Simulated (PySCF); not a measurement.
**A diatomic session: PrB**

One table from this session's results is given with a row withheld; the runs are named, their logs left out.

Program: PySCF 2.14.0. Level of theory: Pr x2c-SVPall, B x2c-SVPall, spin-free X2C with a Gaussian nucleus. These are calculated values, not measurements.

Set-up of the first run:

A driver script around PySCF takes these settings:

```
atoms                         : Pr, B
charge                        : 0
basis                         : Pr x2c-SVPall, B x2c-SVPall
Hamiltonian                   : spin-free X2C with a Gaussian nucleus
basis functions               : 99
electrons treated             : 64
masses in u                   : 140.9076, 11.0093
levels                        : PBE0, PBE, r²SCAN, PBEsol, CAM-B3LYP, HF, MP2, SCS-MP2
grid                          : 80 radial by 434 angular points
occupations                   : held fixed by the projection of orbital angular momentum
dissociation limit            : Pr + B, each in its ground configuration
starting distance in angstrom : 2.385
values of 2S to try           : 2, 4, 6
```

Launch:

```console
> OMP_NUM_THREADS=2 python dia.py task.json out
```

Among the steps run: Set-up; The PBE0 curve of the state that the search chose; Higher solutions at PBE0; PBE (GGA); r²SCAN; PBEsol (GGA); CAM-B3LYP (range-separated hybrid); UHF.

One table of the session follows, with a row left open; its other results are not shown here.

Energy (eV) from each level's lowest point:

```
R (Å)    UHF  UHF-MP2  UHF-SCS-MP2    PBE  PBEsol
1.951  1.203    0.888        0.892  1.035   0.948
2.042  0.629    0.405        0.406  0.547   0.482
2.133  0.265    0.130        0.129  0.239   0.195
2.201  0.103    0.028        0.028  0.101   0.072
2.269  0.020    0.000        0.000  0.025   0.011
2.337  0.000    0.032        0.032  0.000   0.000
2.428  0.050    0.158        0.154  0.029   0.046
2.541      ?        ?            ?      ?       ?
2.677  0.337    0.993        0.808  0.337   0.396
2.859  0.576    1.476        1.212  0.663   0.747
```

Q: Estimate the row for R (Å) = 2.541 from the others.

Worked estimate for «UHF». A straight line through the neighbours (2.428, 0.050) and (2.677, 0.337) gives 0.050 + (0.337 − 0.050) × (2.541 − 2.428) / (2.677 − 2.428) = 0.180; a parabola fitted to 4 rows on both sides gives 0.172.

As computed: UHF: 0.178; UHF-MP2: 0.526; UHF-SCS-MP2: 0.449; PBE: 0.137; PBEsol: 0.175. In «UHF» the line misses by +0.002 and the parabola by -0.006.
